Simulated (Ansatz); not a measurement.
**C₃H₉GeN: how energies converge with the basis set**

Aim: see how fast density functionals converge with the basis set for C₃H₉GeN.

Computed with Ansatz 0.2.0, Gaussian basis. Level: one geometry, several basis sets.

Levels to be run: PBE0-D4/def2-SVP; ωB97M-V/def2-SVP; PBE0-D4/def2-QZVPP; ωB97M-V/def2-QZVPP; the functionals' def2-TZVPP values are taken from earlier runs.

### Step 1. Structure used throughout

The geometry comes from an earlier relaxation with PBE0-D4 in a triple-zeta def2 set; it is a stationary point, not always the lowest conformer.

SMILES `C[CH](C)[Ge][NH2]`, 14 atoms, charge 0, spin multiplicity 1.

Atoms are counted from 1 here; the program's logs count them from 0.

Bond lengths: C1–C2 1.522 Å, C1–H6 1.097 Å, C1–H7 1.094 Å, C1–H8 1.094 Å, C2–C3 1.523 Å, C2–Ge4 2.025 Å, C2–H9 1.097 Å, C3–H10 1.094 Å, C3–H11 1.095 Å, C3–H12 1.097 Å, Ge4–N5 1.819 Å, N5–H13 1.009 Å, N5–H14 1.007 Å. Angles: C2–C1–H6 111.2°, C2–C1–H7 112.3°, C2–C1–H8 111.7°, H6–C1–H7 107.2°, H6–C1–H8 107.0°, H7–C1–H8 107.1°, C1–C2–C3 111.9°, C1–C2–Ge4 112.5°, C1–C2–H9 108.3°, C3–C2–Ge4 111.0°, C3–C2–H9 108.3°, Ge4–C2–H9 104.4°, C2–C3–H10 111.6°, C2–C3–H11 112.3°, C2–C3–H12 111.2°, H10–C3–H11 107.1°, H10–C3–H12 107.1°, H11–C3–H12 107.2° and more.

### Step 2. PBE0-D4 in def2-SVP

in.yaml reads:

```yaml
crystal:
  periodic: [false, false, false]
  atoms:
    - {symbol: C, position_ang: [-1.146590, 0.053394, 0.955860]}
    - {symbol: C, position_ang: [0.278349, 0.491727, 0.648393]}
    - {symbol: C, position_ang: [1.228306, -0.694929, 0.547656]}
    - {symbol: Ge, position_ang: [0.391047, 1.655794, -1.004721]}
    - {symbol: N, position_ang: [-0.278854, 0.432747, -2.171922]}
    - {symbol: H, position_ang: [-1.194047, -0.512542, 1.894013]}
    - {symbol: H, position_ang: [-1.830134, 0.902116, 1.054218]}
    - {symbol: H, position_ang: [-1.548992, -0.594933, 0.171286]}
    - {symbol: H, position_ang: [0.623191, 1.140412, 1.462498]}
    - {symbol: H, position_ang: [0.935518, -1.377379, -0.256310]}
    - {symbol: H, position_ang: [2.259519, -0.386549, 0.348763]}
    - {symbol: H, position_ang: [1.237878, -1.276305, 1.477387]}
    - {symbol: H, position_ang: [-0.587023, -0.501405, -1.945930]}
    - {symbol: H, position_ang: [-0.380967, 0.638553, -3.152292]}
basis:
  gaussian: {orbitals: def2-SVP}
hamiltonian: {xc: pbe0, dispersion: d4}
output: {orbitals: {seedname: orbitals}}
```

Started as:

```console
> ansatz run in.yaml --threads 8 --pin off --events-out ev --progress --plain --max-ram 18278MiB
```

The runs that follow: ωB97M-V in def2-SVP; PBE0-D4 in def2-QZVPP; ωB97M-V in def2-QZVPP.

**Question.** What will the summary of the whole plan be? Wanted: PBE0-D4: double and triple zeta above quadruple; ωB97M-V: double and triple zeta above quadruple.

**Answer**, as computed:

| quantity | value |
| --- | --- |
| PBE0-D4: double and triple zeta above quadruple | 13.95, 1.50 eV |
| ωB97M-V: double and triple zeta above quadruple | 14.19, 1.47 eV |

PBE0-D4 gains 12.44 eV from double to triple zeta, then 1.50 eV more. Total energies overstate the basis error of differences, where much of it tends to cancel.
